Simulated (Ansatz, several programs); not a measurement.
Ba2C built on the antifluorite prototype, relaxed with PBE in Ansatz (plane waves, PAW): it is cubic, Fm-3m (No. 225); conventional cell a = 7.033 Å, 28.99 Å³ an atom. C has 8 Ba at 3.05 Å; Ba has 4 C at 3.05 Å. The cell was then scaled with its shape and fractional coordinates held. No spin polarisation. The prototype was imposed, so other structures may be more stable.

| V (Å³/atom) | E (meV/atom) |
| --- | --- |
| 27.254 | 12.35 |
| 28.124 | 2.94 |
| 28.994 | 0.00 |
| 30.734 | 9.64 |

Task: Pass a cubic E = c₀ + c₁u + c₂u² + c₃u³, with u = V − 28.776 Å³, through these points.

Result: c₀ = 0.18, c₁ = -1.652, c₂ = 3.793, c₃ = -0.2461 (meV and Å³).

Task: Where is the minimum, and what bulk modulus follows?

Result: dE/du = 0 at u = +0.223, so V₀ = 29.00 Å³. B = V₀ d²E/dV² = 29.00 × (2c₂ + 6c₃u) = 29.00 × 7.256 = 210 meV/Å³, and 1 meV/Å³ is 0.16022 GPa: 34 GPa. A third-order Birch-Murnaghan fit to all five points gives 29.00 Å³ and 33 GPa.

Task: Predict the energy and the pressure at the withheld volume, 29.864 Å³.

Result: With u = +1.088: E ≈ 2.56 meV and P = −dE/dV ≈ -0.92 GPa. The run gives 2.53 meV and, from its stress, -0.91 GPa.
